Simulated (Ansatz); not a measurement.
# Zn4W: the cost of one run

Method: DFT PBE, scalar-relativistic, plane waves, PAW, in Ansatz 0.2.0.

## (1) The system as given

The structure is cubic, space group Im-3m (No. 229). Conventional cell: a = 5.350 Å, b = 5.350 Å, c = 5.350 Å, α = 90.00°, β = 90.00°, γ = 90.00°. Around Zn (site symmetry -3m) lie 2 W at 2.32 Å. Around W (site symmetry m-3m) lie 8 Zn at 2.32 Å.

Structure file:

```cif
data_structure
_symmetry_space_group_name_H-M 'P 1'
_symmetry_Int_Tables_number 1
_cell_length_a 4.6336
_cell_length_b 4.6336
_cell_length_c 4.6336
_cell_angle_alpha 109.471
_cell_angle_beta 109.471
_cell_angle_gamma 109.471
_cell_volume 76.58
loop_
_atom_site_label
_atom_site_type_symbol
_atom_site_fract_x
_atom_site_fract_y
_atom_site_fract_z
_atom_site_occupancy
Zn1 Zn 0.00000 0.00000 0.50000 1
Zn2 Zn 0.50000 0.00000 0.00000 1
Zn3 Zn 0.00000 0.50000 0.00000 1
Zn4 Zn 0.50000 0.50000 0.50000 1
W1 W 0.00000 0.00000 0.00000 1
```

Recipe of the guess: species swapped into a database cell of Hg4Pt (Im-3m, No. 229), with Zn on the Hg sites and W on the Pt sites. The dimensions are guesses.

## (2) Probe: one point on a coarse mesh

Contents of input.yaml:

```yaml
crystal:
  lattice:
    - [-2.67519614, 2.67519614, 2.67519614]
    - [2.67519614, -2.67519614, 2.67519614]
    - [2.67519614, 2.67519614, -2.67519614]
  atoms:
    - { symbol: Zn, position: [0.0, 0.0, 0.5] }
    - { symbol: Zn, position: [0.5, 0.0, 0.0] }
    - { symbol: Zn, position: [0.0, 0.5, 0.0] }
    - { symbol: Zn, position: [0.5, 0.5, 0.5] }
    - { symbol: W, position: [0.0, 0.0, 0.0] }
basis:
  ecutwfc: 420
kpoints:
  mp_grid: { grid: [4, 4, 4] }
hamiltonian:
  xc: pbe
scf:
  occupations: { method: gaussian, width: 0.1 }
  lower_state_search: "off"
output:
  forces: true
  stress: true
  eigenvalues: true
```

Launch:

```bash
$ ansatz run input.yaml --threads 1 --pin off --max-ram 2560MiB --backend cpu --events-out ev --progress --plain --runs-dir out
```

What time and memory should one allow on 1 thread of Arm Neoverse V1, shared host?

About 3 s, with a peak of 0.32 GiB.
